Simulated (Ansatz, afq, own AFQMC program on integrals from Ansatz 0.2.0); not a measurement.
**Ge2H3 (doublet): quantum Monte Carlo beside coupled cluster at distance Ge1–Ge2 = 8.314 Å, cc-pVDZ**

How near does AFQMC come to the top of the ladder for Ge2H3 (doublet)?

Method: cc-pVDZ, frozen cores; program: Ansatz 0.2.0, Gaussian basis, and an in-house AFQMC program (afq) on its integrals; all values are calculated.

To be run: PBE (unrestricted); r2SCAN (unrestricted); PBE0 (unrestricted); B3LYP (unrestricted); wB97M-V (unrestricted); B2PLYP (unrestricted); CCSD(T) on UHF; Phaseless AFQMC, single-determinant trial on UHF.

2 further runs of the same task are left out: 2 that didn't finish.

### 1 The system

The geometry derives from a PBE0/def2-TZVP stationary point (not a proven minimum). One bond is set to the value named and the two fragments are kept rigid. No spin-orbit coupling is included. The filled d shell of Ge may be among the frozen orbitals whatever the setting's name suggests; the logs give the count.

5 atoms, charge 0, spin multiplicity 2.

Atoms are counted from 1 here; the program's logs count them from 0.

Bond lengths: Ge1–H3 1.548 Å, Ge1–H4 1.548 Å, Ge2–H5 1.595 Å. Angles: H3–Ge1–H4 106.2°.

### 2 PBE (unrestricted)

Contents of in.yaml:

```yaml
crystal:
  periodic: [false, false, false]
  atoms:
    - {symbol: Ge, position_ang: [0.000000, -0.240798, 2.945582]}
    - {symbol: Ge, position_ang: [0.000000, -0.405079, -5.366795]}
    - {symbol: H, position_ang: [0.000000, 0.965317, 3.916149]}
    - {symbol: H, position_ang: [0.000000, -1.509224, 3.832958]}
    - {symbol: H, position_ang: [0.000000, 1.189783, -5.327894]}
basis:
  gaussian: {orbitals: cc-pVDZ}
magnetization: {spin_polarized: true, initial_magnetization: 1}
hamiltonian: {xc: {name: PBE}}
output: {orbitals: {seedname: orbitals}}
```

Launch:

```sh
$ ansatz run in.yaml --threads 1 --pin off --events-out ev --progress --plain --max-ram 1382MiB
```

Standard output:

```text
Functional definition: PBE
  name "PBE"
  cite "Perdew, Burke & Ernzerhof, Phys. Rev. Lett. 77, 3865 (1996) doi:10.1103/PhysRevLett.77.3865"
  parent pbe
  parameter kappa = 0.804
  parameter beta = 0.06672455060314922
  exchange = pbe_x(kappa = kappa, mu = beta*pi^2/3)
  correlation = pbe_c(beta = beta)
786 factors; integrals over basis functions are off by at most 1.2e-3 eV
mean field evaluation 1: about -113054.7108 eV, gradient 1.5e1 eV
mean field evaluation 2: about -112921.0800 eV, gradient 6.0e1 eV
mean field evaluation 4: about -113061.9159 eV, gradient 5.4e0 eV
mean field evaluation 8: about -113062.1923 eV, gradient 3.8e-1 eV
mean field evaluation 16: about -113062.1906 eV, gradient 1.2e-3 eV
mean field evaluation 32: about -113062.1954 eV, gradient 4.7e-2 eV
mean field evaluation 64: about -113058.2831 eV, gradient 6.1e0 eV
mean field evaluation 96: about -113061.3277 eV, gradient 2.9e-2 eV
mean field evaluation 128: about -113062.1688 eV, gradient 1.4e0 eV
mean field -113062.19479805 eV, -4154.9590225203 hartree, gradient 2.9e-6 eV, S^2 0.752337; 12 other end points of the search recorded, 0 dependent functions left out
reference -113062.19484825 eV, -4154.9590243652 hartree; 34, 33 occupied and 35, 36 virtual orbitals, 786 factors
Total energy: -113062.19484825 eV, -4154.9590243652 hartree
```

Wall time 11 s (1 thread of Intel Xeon 6975P-C (Granite Rapids), shared host).

From the report: ⟨S²⟩ of the determinant 0.752 (pure doublet: 0.75).

### 3 r2SCAN (unrestricted)

Changes to in.yaml since step 2:

```diff
@@ -11,3 +11,2 @@
 magnetization: {spin_polarized: true, initial_magnetization: 1}
-hamiltonian: {xc: {name: PBE}}
-output: {orbitals: {seedname: orbitals}}
+hamiltonian: {xc: {name: r2SCAN}}
```

The command is unchanged.

Standard output, cut to the lines that bear on the results:

```text
Functional definition: r2SCAN
  name "r2SCAN"
  cite "Furness, Kaplan, Ning, Perdew & Sun, J. Phys. Chem. Lett. 11, 8208 (2020) doi:10.1021/acs.jpclett.0c02405"
  cite "Furness, Kaplan, Ning, Perdew & Sun, J. Phys. Chem. Lett. 11, 9248 (2020) doi:10.1021/acs.jpclett.0c03077"
  parent r2scan
[...]
786 factors; integrals over basis functions are off by at most 1.2e-3 eV
[...]
mean field -113078.70505707 eV, -4155.5657633480 hartree, gradient 9.5e-6 eV, S^2 0.956900; 11 other end points of the search recorded, 0 dependent functions left out
reference -113078.70507407 eV, -4155.5657639730 hartree; 34, 33 occupied and 35, 36 virtual orbitals, 786 factors
Total energy: -113078.70507407 eV, -4155.5657639730 hartree
```

It took 36 s on 1 thread of Intel Xeon 6975P-C (Granite Rapids), shared host.

From the report: ⟨S²⟩ of the determinant 0.957 (pure doublet: 0.75).

### 4 PBE0 (unrestricted)

Changes to in.yaml since step 3:

```diff
@@ -11,2 +11,3 @@
 magnetization: {spin_polarized: true, initial_magnetization: 1}
-hamiltonian: {xc: {name: r2SCAN}}
+hamiltonian: {xc: {name: PBE0}}
+output: {orbitals: {seedname: orbitals}}
```

Same command.

Standard output, cut to the lines that bear on the results:

```text
Functional definition: PBE0
  name "PBE0"
  cite "Adamo & Barone, J. Chem. Phys. 110, 6158 (1999) doi:10.1063/1.478522"
  cite "Perdew, Burke & Ernzerhof, Phys. Rev. Lett. 77, 3865 (1996) doi:10.1103/PhysRevLett.77.3865"
  parent pbe
[...]
786 factors; integrals over basis functions are off by at most 1.2e-3 eV
[...]
mean field -113065.21278445 eV, -4155.0699314748 hartree, gradient 9.9e-6 eV, S^2 0.753611; 5 other end points of the search recorded, 0 dependent functions left out
reference -113065.21282211 eV, -4155.0699328587 hartree; 34, 33 occupied and 35, 36 virtual orbitals, 786 factors
Total energy: -113065.21282211 eV, -4155.0699328587 hartree
```

Run time: 10 s. Hardware: 1 thread of Intel Xeon 6975P-C (Granite Rapids), shared host; peak memory 0.27 GiB.

From the report: ⟨S²⟩ of the determinant 0.754 (pure doublet: 0.75).

### 5 B3LYP (unrestricted)

Changes to in.yaml since step 4:

```diff
@@ -11,3 +11,2 @@
 magnetization: {spin_polarized: true, initial_magnetization: 1}
-hamiltonian: {xc: {name: PBE0}}
-output: {orbitals: {seedname: orbitals}}
+hamiltonian: {xc: {name: B3LYP}}
```

Launched as before.

Standard output, cut to the lines that bear on the results:

```text
Functional definition: B3LYP
  name "B3LYP"
  cite "Stephens, Devlin, Chabalowski & Frisch, J. Phys. Chem. 98, 11623 (1994) doi:10.1021/j100096a001"
  cite "Becke, Phys. Rev. A 38, 3098 (1988) doi:10.1103/PhysRevA.38.3098"
  cite "Lee, Yang & Parr, Phys. Rev. B 37, 785 (1988) doi:10.1103/PhysRevB.37.785"
  cite "Vosko, Wilk & Nusair, Can. J. Phys. 58, 1200 (1980) doi:10.1139/p80-159"
[...]
786 factors; integrals over basis functions are off by at most 1.2e-3 eV
[...]
mean field -113082.47609292 eV, -4155.7043463596 hartree, gradient 2.1e-6 eV, S^2 0.752285; 5 other end points of the search recorded, 0 dependent functions left out
reference -113082.47642377 eV, -4155.7043585181 hartree; 34, 33 occupied and 35, 36 virtual orbitals, 786 factors
Total energy: -113082.47642377 eV, -4155.7043585181 hartree
```

It took 9.5 s on 1 thread of Intel Xeon 6975P-C (Granite Rapids), shared host; peak memory 0.27 GiB.

From the report: ⟨S²⟩ of the determinant 0.752 (pure doublet: 0.75).

### 6 wB97M-V (unrestricted)

Changes to in.yaml since step 5:

```diff
@@ -11,2 +11,3 @@
 magnetization: {spin_polarized: true, initial_magnetization: 1}
-hamiltonian: {xc: {name: B3LYP}}
+hamiltonian: {xc: {name: wB97M-V}}
+output: {orbitals: {seedname: orbitals}}
```

Launched as before.

Standard output, cut to the lines that bear on the results:

```text
Functional definition: wB97M-V
  name "wB97M-V"
  cite "Mardirossian & Head-Gordon, J. Chem. Phys. 144, 214110 (2016) doi:10.1063/1.4952647"
  cite "Becke, J. Chem. Phys. 107, 8554 (1997) doi:10.1063/1.475007"
  cite "Vydrov & Van Voorhis, J. Chem. Phys. 133, 244103 (2010) doi:10.1063/1.3521275"
  # Of w^i u^j: cxij and so on, Table III.
[...]
  gx(w, u) = 1 - cx + cx01*u + cx10*w
  gss(w, u) = css00 + css04*u^4 + css10*w + css20*w^2 + css43*w^4*u^3
  gos(w, u) = cos00 + cos10*w + (cos20 + cos21*u)*w^2 + (cos60 + cos61*u)*w^6
[...]
      + integral(e_c_pw_mod_opposite_spin*gos(b97_w_opposite, b97_u_opposite)) + vv10(b, c)
786 factors; integrals over basis functions are off by at most 1.2e-3 eV
224 factors; integrals over basis functions are off by at most 5.6e-6 eV
[...]
mean field -113073.15281342 eV, -4155.3617221576 hartree, gradient 1.8e-6 eV, S^2 0.752375; 3 other end points of the search recorded, 0 dependent functions left out
reference -113073.15286790 eV, -4155.3617241597 hartree; 34, 33 occupied and 35, 36 virtual orbitals, 786 factors
Total energy: -113073.15286790 eV, -4155.3617241597 hartree
```

Wall time 43 s (1 thread of Intel Xeon 6975P-C (Granite Rapids), shared host); peak memory 0.41 GiB.

From the report: ⟨S²⟩ of the determinant 0.752 (pure doublet: 0.75).

### 7 B2PLYP (unrestricted)

Changes to in.yaml since step 6:

```diff
@@ -11,3 +11,3 @@
 magnetization: {spin_polarized: true, initial_magnetization: 1}
-hamiltonian: {xc: {name: wB97M-V}}
-output: {orbitals: {seedname: orbitals}}
+hamiltonian: {xc: {name: B2PLYP}}
+correlation: {electrons: outside_noble_gas}
```

The command is unchanged.

Standard output, cut to the lines that bear on the results:

```text
Functional definition: B2PLYP
  name "B2PLYP"
  cite "Grimme, J. Chem. Phys. 124, 034108 (2006) doi:10.1063/1.2148954"
  cite "Becke, Phys. Rev. A 38, 3098 (1988) doi:10.1103/PhysRevA.38.3098"
  cite "Lee, Yang & Parr, Phys. Rev. B 37, 785 (1988) doi:10.1103/PhysRevB.37.785"
[...]
786 factors; integrals over basis functions are off by at most 1.2e-3 eV
[...]
mean field -113055.49751652 eV, -4154.7129019637 hartree, gradient 3.8e-9 eV, S^2 0.842952; 8 other end points of the search recorded, 0 dependent functions left out
28 core orbitals not correlated: weight in the atoms' cores, before any rotation towards them, 0.999 or more for the frozen orbitals, at most 0.001 for the correlated occupied ones
reference -113055.49772607 eV, -4154.7129096645 hartree; 6, 5 occupied and 35, 36 virtual orbitals, 786 factors
second order -4.89705382 eV of doubles, -0.00000000 eV of singles
Total energy: -113056.81993061 eV, -4154.7614997849 hartree
```

It took 14 s on 1 thread of Intel Xeon 6975P-C (Granite Rapids), shared host; peak memory 0.28 GiB.

From the report: ⟨S²⟩ of the determinant 0.843 (pure doublet: 0.75).

### 8 CCSD(T) on UHF

Changes to in.yaml since step 7:

```diff
@@ -11,3 +11,2 @@
 magnetization: {spin_polarized: true, initial_magnetization: 1}
-hamiltonian: {xc: {name: B2PLYP}}
-correlation: {electrons: outside_noble_gas}
+correlation: {method: ccsd_t, electrons: outside_noble_gas, hamiltonian_folder: ham}
```

Same command.

Standard output, cut to the lines that bear on the results:

```text
Functional definition: HF
  name "HF"
  cite "Fock, Z. Phys. 61, 126 (1930) doi:10.1007/BF01340294"
  parent pbe
[...]
786 factors; integrals over basis functions are off by at most 1.2e-3 eV
[...]
mean field -112989.98939686 eV, -4152.3055229692 hartree, gradient 1.9e-6 eV, S^2 1.197215; 37 other end points of the search recorded, 0 dependent functions left out
determinant -112989.98939686 eV, -4152.3055229692 hartree, with singles and doubles -112995.05191716 eV, -4152.4915671585 hartree
determinant -112989.98604058 eV, -4152.3053996279 hartree, with singles and doubles -112995.04693298 eV, -4152.4913839934 hartree
determinant -112989.87242597 eV, -4152.3012243681 hartree, with singles and doubles -112995.08275100 eV, -4152.4927002815 hartree
determinant -112989.52469704 eV, -4152.2884455655 hartree, with singles and doubles -112994.22975180 eV, -4152.4613531389 hartree
[...]
determinant -112986.52071478 eV, -4152.1780512536 hartree, with singles and doubles -112991.29593543 eV, -4152.3535373760 hartree
determinant -112989.98939686 eV, -4152.3055229692 hartree, with singles and doubles -112995.07507527 eV, -4152.4924182035 hartree
determinant -112989.98604058 eV, -4152.3053996279 hartree, with singles and doubles -112995.07067722 eV, -4152.4922565781 hartree
determinant -112989.87242597 eV, -4152.3012243681 hartree, with singles and doubles -112995.08293095 eV, -4152.4927068942 hartree
28 core orbitals not correlated: weight in the atoms' cores, before any rotation towards them, 0.999 or more for the frozen orbitals, at most 0.000 for the correlated occupied ones
reference -112989.87242597 eV, -4152.3012243681 hartree; 6, 5 occupied and 35, 36 virtual orbitals, 786 factors
second order -3.90753194 eV of doubles, -0.00000000 eV of singles
cycle   1  -5.21051312 eV  change   -8.1e-6 eV  update   1.5e-6
perturbative correction -0.09132723 eV, -0.0033562137 hartree
Total energy: -112995.17426631 eV, -4152.4960634070 hartree
```

It took 52 s on 1 thread of Intel Xeon 6975P-C (Granite Rapids), shared host.

From the report: ⟨S²⟩ of the determinant 0.761 (pure doublet: 0.75); correlation -5.3018 eV; T1 0.013; largest double amplitude 0.11.

This run also writes the integrals to the folder ham.

### 9 Phaseless AFQMC, single-determinant trial on UHF

It reads the integrals that the CCSD(T) run on this determinant wrote.

Launch:

```sh
$ afq ham --method phaseless --trial hf --walkers 120 --populations 1 --least-time 40 --time-step 0.005 --steps-per-block 20 --equilibration-blocks 160 --max-blocks 600 --target-error 0.0024000000000000002 --factor-cut 1e-05 --start spin_pure --seed 7465 --taylor-order 6
```

Standard output:

```text
orbitals 41  electrons 6 5  factors 296 of 786
reference energy -4152.30122437 Eh
CCSD correlation -0.19148281 Eh in 12 cycles, weight of the determinant in the CISD state 0.8587
energy of the start -4152.301339 Eh
 block  time / (1/Eh)  mean weight  energy / Eh
     1     0.100  1.0001  -4152.329900
     2     0.200  1.0023  -4152.351180
     3     0.300  1.0017  -4152.371459
     4     0.400  1.0004  -4152.384187
     5     0.500  1.0002  -4152.399254
     6     0.600  1.0015  -4152.408716
     7     0.700  1.0005  -4152.419531
     8     0.800  0.9996  -4152.424816
     9     0.900  1.0005  -4152.432446
    10     1.000  1.0028  -4152.444649
    20     2.000  1.0000  -4152.465106
    39     3.900  0.9984  -4152.486347
    58     5.800  1.0000  -4152.495664
    77     7.700  0.9994  -4152.502084
    96     9.600  0.9997  -4152.490670
   115    11.500  1.0005  -4152.499027
   134    13.400  0.9993  -4152.484344
   153    15.300  1.0004  -4152.496810
   172    17.200  1.0008  -4152.490055
   191    19.100  1.0005  -4152.488751
   210    21.000  1.0013  -4152.512211
   229    22.900  0.9989  -4152.507014
   248    24.800  1.0002  -4152.499817
   267    26.700  0.9997  -4152.511236
   286    28.600  0.9992  -4152.486662
   305    30.500  0.9995  -4152.490132
   324    32.400  0.9997  -4152.476284
   343    34.300  0.9976  -4152.497647
   362    36.200  0.9917  -4152.492348
   381    38.100  0.9991  -4152.532544
   400    40.000  0.9999  -4152.487829
   419    41.900  0.9997  -4152.495998
   438    43.800  0.9995  -4152.478404
   457    45.700  1.0014  -4152.487977
   476    47.600  1.0003  -4152.508865
   495    49.500  0.9998  -4152.500206
   514    51.400  0.9999  -4152.489028
   533    53.300  1.0029  -4152.668081
   552    55.200  0.9982  -4152.484742
   571    57.100  1.0002  -4152.490758
   590    59.000  1.0007  -4152.476455
   609    60.900  1.0014  -4152.476685
   628    62.800  1.0012  -4152.493629
   647    64.700  1.0029  -4152.496045
   666    66.600  0.9992  -4152.511040
   685    68.500  0.9985  -4152.555025
   704    70.400  1.0015  -4152.485998
   723    72.300  0.9993  -4152.496497
   742    74.200  0.9983  -4152.517974
blocks merged  error / Eh  count
     1  0.001036  600
     2  0.001403  300
     4  0.001827  150
     8  0.002335  75
    16  0.002669  37
    32  0.002610  18
    64  0.002380  9
energy -4152.501720 +/- 0.002669 Eh
```

Run time: 3.8 min. Hardware: 1 thread of Intel Xeon 6975P-C (Granite Rapids), shared host.

Energy -112995.3282 ± 0.0726 eV. Caveats: constraint bias not in the error.

### 10 AFQMC on the ladder

On the UHF determinant, counted from CCSD(T) (a yardstick, not exact):

```
                                                             level   energy (eV)  from CCSD(T) (meV)  statistical error (meV)     time
                                                                HF  -112989.8724             +5301.8                                  
                                                               MP2  -112993.7800             +1394.3                                  
                                                              CCSD  -112995.0829               +91.3                                  
                                                           CCSD(T)  -112995.1743                 0.0                                  
Phaseless AFQMC, single-determinant trial, step 0.005, 120 walkers  -112995.3282              -153.9                     72.6  3.8 min
```

The functionals' totals stand on their own zeros and serve differences with other points: PBE -113062.195 eV; r2SCAN -113078.705 eV; PBE0 -113065.213 eV; B3LYP -113082.476 eV; wB97M-V -113073.153 eV; B2PLYP -113056.820 eV.

### 11 What came out

| quantity | value |
| --- | --- |
| Phaseless AFQMC, single-determinant trial on UHF from CCSD(T) | -153.9 ± 72.6 meV |

What this shows: Error bars are statistical and leave out the constraint, the time step and what remains of the start.
